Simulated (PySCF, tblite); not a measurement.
**C5H2FNP2: geometry, infrared bands and NMR shifts**

Wanted: the infrared bands and NMR shifts of C5H2FNP2 (`N#Cc1cpc(F)pc1`), by calculation.

The runs use tblite 0.8.0 and PySCF 2.14.0, with density-fitted response routines of our own; the level of theory stands in each step. All values are computed, except where a source is named. Atoms count from 0, in the outputs and in this text.

## (1) The starting structure

11 atoms, charge 0, multiplicity 1; geometry from: force field or distance geometry start.

Bonds of the start (Å): N0–C1 1.18, C1–C2 1.42, C2–C3 1.42, C3–P4 1.83, P4–C5 1.82, C5–F6 1.33, C5–P7 1.82, P7–C8 1.84, C8–C2 1.41, C3–H9 1.08, C8–H10 1.08.

## (2) Optimising the geometry with GFN2-xTB

The job: settings as JSON, then the geometry in Å.

```
{"job": {"kind": "relax", "xc": "GFN2-xTB", "basis": "xTB"}, "charge": 0, "multiplicity": 1}
N      3.392300    -0.195700     0.422000
C      2.241500    -0.104300     0.201100
C      0.842000    -0.008900    -0.046000
C      0.254300     1.266600     0.180300
P     -1.506100     1.696700    -0.104100
C     -2.212600     0.025000     0.077300
F     -3.313800    -0.150600     0.808200
P     -1.565600    -1.330300    -0.951600
C      0.206300    -1.189400    -0.490600
H      0.878800     2.084500     0.522700
H      0.788200    -2.090800    -0.645300
```

Run with:

```console
> OMP_NUM_THREADS=1 python probes_run.py task.json out
```

One launch serves the whole session: the jobs run in the order shown.

**Question.** This job is followed by: GFN2-xTB harmonic vibrations, gas phase; GIAO PBE0/pcSseg-1 NMR shielding, non-relativistic, gas phase. Predict these results of the whole session: strongest single infrared mode (GFN2-xTB); zero-point energy (GFN2-xTB); 13C shifts against TMS (PBE0/pcSseg-1, means over atoms taken as alike); 1H shifts against TMS (PBE0/pcSseg-1, means over atoms taken as alike); 15N shifts against NH3 (PBE0/pcSseg-1); 31P shifts against H3PO4 (PBE0/pcSseg-1, means over atoms taken as alike); 19F shifts against CFCl3 (PBE0/pcSseg-1); surface potential, 1st and 99th percentile.

The runs gave:

| quantity | value |
| --- | --- |
| strongest single infrared mode (GFN2-xTB) | 2375 cm⁻¹, 216 km/mol |
| zero-point energy (GFN2-xTB) | 35.4 kcal/mol |
| 13C shifts against TMS (PBE0/pcSseg-1, means over atoms taken as alike) | 257.3, 170.6, 124.5, 120.7 ppm |
| 1H shifts against TMS (PBE0/pcSseg-1, means over atoms taken as alike) | 9.60 ppm |
| 15N shifts against NH3 (PBE0/pcSseg-1) | 315.8 ppm |
| 31P shifts against H3PO4 (PBE0/pcSseg-1, means over atoms taken as alike) | 215.8 ppm |
| 19F shifts against CFCl3 (PBE0/pcSseg-1) | -29.5 ppm |
| surface potential, 1st and 99th percentile | -1.51 V and 1.50 V |

**Reading.** The optimisation took 36 steps and gained 1.464 eV; among the close pairs (by a distance rule), P7–C8 changed most, from 1.836 to 1.731 Å. All 27 modes are real, so the xTB geometry is a minimum. The strongest single mode, at 2375 cm⁻¹, moves mainly C1 and N0. Unscaled tight-binding wavenumbers are off by several per cent, some by more. Its intensities can rank the bands wrongly. At PBE0/pcSseg-1: The largest span, 686 ppm, is at P4, P7, where the paramagnetic term is -863 ppm. NICS(1)zz of -24 ppm above the planar ring from C2 marks a diatropic (aromatic) ring current. By nearest atom (PBE0/pcSseg-1), the HOMO sits on C5 28 %; C2 14 % and the LUMO on P4, P7 about 25 % each; C3, C8 about 18 % each.
